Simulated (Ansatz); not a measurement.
# Al2H2Cl: the cost of one run

Computed with Ansatz 0.2.0 (DFT PBE+D3(BJ), scalar-relativistic, plane waves, PAW, unless a step's input says otherwise).

## (1) The starting structure

The structure is trigonal, space group P3m1 (No. 156). Conventional cell: a = 3.186 Å, b = 3.186 Å, c = 7.542 Å, α = 90.00°, β = 90.00°, γ = 120.00°. Around Al (site symmetry 3m) lie 1 Al at 1.89 Å and 3 H at 2.10 Å and 3 Cl at 2.30 Å. Around Al (site symmetry 3m) lie 1 Al at 1.89 Å and 4 H at 2.04 Å. Around H (site symmetry 3m) lie 1 Al at 2.04 Å. H (site symmetry 3m) is surrounded by 6 Al at 2.04 to 2.10 Å. Around Cl (site symmetry 3m) lie 3 Al at 2.30 Å.

Coordinates:

```
CELL_PARAMETERS angstrom
3.18587 0.00000 0.00000
-1.59293 2.75904 0.00000
0.00000 0.00000 7.54248
ATOMIC_POSITIONS crystal
Al 0.00000 0.00000 0.47954
Al 0.00000 0.00000 0.72993
H 0.00000 0.00000 0.00000
H 0.33333 0.66667 0.61388
Cl 0.33333 0.66667 0.29646
```

Recipe of the guess: close-packed anion layers stacked ABB|A, with sites between them filled layer by layer (P3m1, No. 156). Lengths come from tabulated atomic sizes and are only a guess.

## (2) The guess as it stands, on a coarse mesh

Input file input.yaml:

```yaml
crystal:
  lattice:
    - [3.18586911, 0.0, 0.0]
    - [-1.59293456, 2.75904358, 0.0]
    - [0.0, 0.0, 7.54248243]
  atoms:
    - { symbol: Al, position: [0.0, 0.0, 0.47953943] }
    - { symbol: Al, position: [0.0, 0.0, 0.72992977] }
    - { symbol: H, position: [0.0, 0.0, 0.0] }
    - { symbol: H, position: [0.33333333, 0.66666667, 0.6138831] }
    - { symbol: Cl, position: [0.33333333, 0.66666667, 0.29646313] }
basis:
  ecutwfc: 420
kpoints:
  mp_grid: { grid: [6, 6, 2] }
hamiltonian:
  xc: pbe
  dispersion: d3bj
scf:
  occupations: { method: gaussian, width: 0.1 }
  lower_state_search: "off"
output:
  forces: true
  stress: true
  eigenvalues: true
```

Started as:

```sh
$ ansatz run input.yaml --threads 1 --pin off --max-ram 2048MiB --backend cpu --events-out ev --progress --plain --runs-dir out
```

**Question.** How long does this run take on 1 thread of Arm Neoverse V1, shared host, and how much memory does it need?

About 1.6 s, with a peak of 0.28 GiB.
